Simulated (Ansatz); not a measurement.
# AlH8NSi2: the cost of one run

Program: Ansatz 0.2.0. Level of theory: RKS PBE/6-31G. These are calculated values, not measurements.

1 further run of the same task is left out (it didn't finish).

## 1. The system as given

Bond lengths: Al1–N2 1.875 Å, N2–Si3 1.769 Å, Si3–Si4 2.328 Å, Al1–H5 1.655 Å, Al1–H6 1.578 Å, N2–H7 1.065 Å, Si3–H8 1.425 Å, Si3–H9 1.527 Å, Si4–H10 1.448 Å, Si4–H11 1.437 Å, Si4–H12 1.454 Å. Angles (14 of 18 angles, heavy atoms first): Al1–N2–Si3 105.1°, N2–Si3–Si4 109.2°, Al1–N2–H7 108.4°, Si3–N2–H7 106.7°, N2–Al1–H5 118.6°, N2–Al1–H6 122.8°, N2–Si3–H8 112.4°, N2–Si3–H9 109.5°, Si4–Si3–H8 107.7°, Si4–Si3–H9 106.5°, Si3–Si4–H10 107.0°, Si3–Si4–H11 106.8°, Si3–Si4–H12 105.9°, H5–Al1–H6 118.5°.

As a file:

```xyz
12

Al   -2.4657    0.6426    0.5685
N    -0.7887    0.9040   -0.2287
Si    0.1083   -0.5879    0.0854
Si    2.2705   -0.3707   -0.7504
H    -3.8207    0.8030   -0.3675
H    -2.6463    0.3824    2.1140
H    -0.2845    1.6812    0.2959
H    -0.4866   -1.7202   -0.5419
H     0.2439   -0.7942    1.5925
H     2.9642   -1.6066   -0.4558
H     2.8572    0.7662   -0.0968
H     2.1254   -0.1550   -2.1812
```

## 2. End point A

File input.yaml:

```yaml
crystal:
  periodic: [false, false, false]
  atoms:
    - { symbol: Al, position_ang: [-2.4657, 0.6426, 0.5685] }
    - { symbol: "N", position_ang: [-0.7887, 0.904, -0.2287] }
    - { symbol: Si, position_ang: [0.1083, -0.5879, 0.0854] }
    - { symbol: Si, position_ang: [2.2705, -0.3707, -0.7504] }
    - { symbol: H, position_ang: [-3.8207, 0.803, -0.3675] }
    - { symbol: H, position_ang: [-2.6463, 0.3824, 2.114] }
    - { symbol: H, position_ang: [-0.2845, 1.6812, 0.2959] }
    - { symbol: H, position_ang: [-0.4866, -1.7202, -0.5419] }
    - { symbol: H, position_ang: [0.2439, -0.7942, 1.5925] }
    - { symbol: H, position_ang: [2.9642, -1.6066, -0.4558] }
    - { symbol: H, position_ang: [2.8572, 0.7662, -0.0968] }
    - { symbol: H, position_ang: [2.1254, -0.155, -2.1812] }
basis:
  gaussian: { orbitals: "6-31G" }
hamiltonian:
  xc: pbe
relax:
  f_tol: 0.02
  max_steps: 50
output:
  orbitals: {}
```

Run with:

```
ansatz run input.yaml --threads 1 --pin off --max-ram 2048MiB --backend cpu --events-out ev --progress --plain --runs-dir out
```

What time and memory should one allow on 1 thread of Arm Neoverse V1, shared host?

About 99 s, with a peak of 0.15 GiB.
